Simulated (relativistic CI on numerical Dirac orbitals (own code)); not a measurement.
# Co⁴⁺: L2,3 absorption with charge transfer

Wanted: the shape of the L2,3 absorption spectrum of Co⁴⁺ in a cubic metal-ligand cluster, for 3 values of Veg.

Program: relativistic CI on numerical Dirac orbitals (own code) version 3. Level of theory: charge-transfer multiplet model of a cubic metal-ligand cluster with up to 3 ligand holes, Slater and spin-orbit integrals from Dirac-Coulomb-Breit ions, Slater integrals scaled by 0.7. These are calculated values, not measurements, unless marked.

**1. What is computed**

| Item | Value |
| --- | --- |
| ion | Co⁴⁺ (Co V) |
| nuclear charge | 27 |
| electrons | 23 |
| d electrons | 5 |
| ligand holes at most | 3 |
| parameters | in eV; Veg, Vt2g hoppings, tenDq and tenDqL metal and ligand splittings (negative tenDq: tetrahedral), red the scaling of hopping with a core hole |
| temperature | 20 K |
| widths | Lorentz 0.4 eV, Gauss 0.3 eV |

**2. Veg = 2.05 eV**

Settings of the run:

```ini
cluster ion=Co4+ d5 ligand_holes=3 slater_scale=0.7
Delta=1.1 Udd=7.8 Upd=9 tenDq=0.45 tenDqL=0.7 Veg=2.05 Vt2g=-1.1 red=0.9
spectrum xas L2,3 T=20 lorentz=0.4 gauss=0.3
```

On the command line:

```console
> python run_levels.py task.json out
```

One command runs all members of the session, one after another, from task.json.

**3. Veg = 1.75 eV**

Settings of the run:

```ini
cluster ion=Co4+ d5 ligand_holes=3 slater_scale=0.7
Delta=1.1 Udd=7.8 Upd=9 tenDq=0.45 tenDqL=0.7 Veg=1.75 Vt2g=-0.94 red=0.9
spectrum xas L2,3 T=20 lorentz=0.4 gauss=0.3
```

**4. Veg = 2.65 eV**

Settings of the run:

```ini
cluster ion=Co4+ d5 ligand_holes=3 slater_scale=0.7
Delta=1.1 Udd=7.8 Upd=9 tenDq=0.45 tenDqL=0.7 Veg=2.65 Vt2g=-1.42 red=0.9
spectrum xas L2,3 T=20 lorentz=0.4 gauss=0.3
```

(Steps that only read results are left out.)

Before running it: what results should come out? Wanted: d count; ground spin.

As calculated:

| run | d count | weight without ligand hole | ground S | up to four highest peaks (% of the highest), eV from the first main peak |
| --- | --- | --- | --- | --- |
| Veg = 2.05 eV | 5.38 | 0.65 | 2.50 | -1.3 (20), 0.0 (100), 15.6 (21), 16.2 (23) |
| Veg = 1.75 eV | 5.32 | 0.69 | 2.50 | -1.2 (18), 0.0 (100), 14.0 (16), 16.1 (25) |
| Veg = 2.65 eV | 5.47 | 0.57 | 2.50 | -1.4 (24), 0.0 (100), 15.4 (23), 16.2 (20) |

| quantity | value |
| --- | --- |
| d count | 5.32 to 5.47 |
| ground spin (effective S from ⟨S²⟩) | 2.50 |

In words: From Veg = 1.75 eV to Veg = 2.65 eV the ground-state d count goes from 5.32 to 5.47. In the first run d5 holds 65 % of the ground state. The cluster parameters are drawn, not fitted to a compound.
